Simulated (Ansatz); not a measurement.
**RuH2 (quintet): the correlation ladder, def2-QZVPP**

The task here is to estimate one member of a computed series from the others.

Method: def2-QZVPP, core rule «outside noble gas», up to 4 orbitals frozen; program: Ansatz 0.2.0, Gaussian basis.

To be run: UHF; ROHF; CCSD(T) on UHF.

2 further runs of the same task are left out: 2 set aside as unsound or not needed. Runs told in other sessions of the task aren't counted.

## What is computed

The geometry is a PBE0/def2-TZVP stationary point (not a proven minimum) of the parent state, kept for this charge and spin. No spin-orbit coupling is included. Elements past krypton take def2 core potentials.

3 atoms, charge 0, spin multiplicity 5.

Atoms are counted from 1 here; the program's logs count them from 0.

Bond lengths: Ru1–H2 1.559 Å, Ru1–H3 1.559 Å. Angles: H2–Ru1–H3 75.0°.

Coordinates:

```
Ru    0.00000    0.00000   -0.02419
H     0.00000    0.94968    1.21266
H     0.00000   -0.94968    1.21266
```

Set-up of the first run:

in.yaml reads:

```yaml
crystal:
  periodic: [false, false, false]
  atoms:
    - {symbol: Ru, position_ang: [0.000000, 0.000000, -0.024187]}
    - {symbol: H, position_ang: [0.000000, 0.949682, 1.212659]}
    - {symbol: H, position_ang: [0.000000, -0.949682, 1.212659]}
basis:
  gaussian: {orbitals: "def2-QZVPP.json"}
magnetization: {spin_polarized: true, initial_magnetization: 4}
hamiltonian: {xc: hf}
output: {orbitals: {seedname: orbitals}}
```

The run is started by

```bash
ansatz run in.yaml --threads 1 --pin off --events-out ev --progress --plain --max-ram 4096MiB --backend cpu
```

Steps of the session up to this table: UHF; ROHF; CCSD(T) on UHF.

One table of the session follows, with a row left open; its other results are not shown here.

| method | from UCCSD(T) (kJ/mol) |
| --- | --- |
| ROHF | ? |
| UHF | +730.5 |
| UMP2 | +59.0 |
| UCCSD | +31.9 |
| UCCSD(T) | 0 |

**Question.** Estimate the row for ROHF.

**Answer.** from UCCSD(T) (kJ/mol): +761.1. In the column «from UCCSD(T) (kJ/mol)» it is the highest.
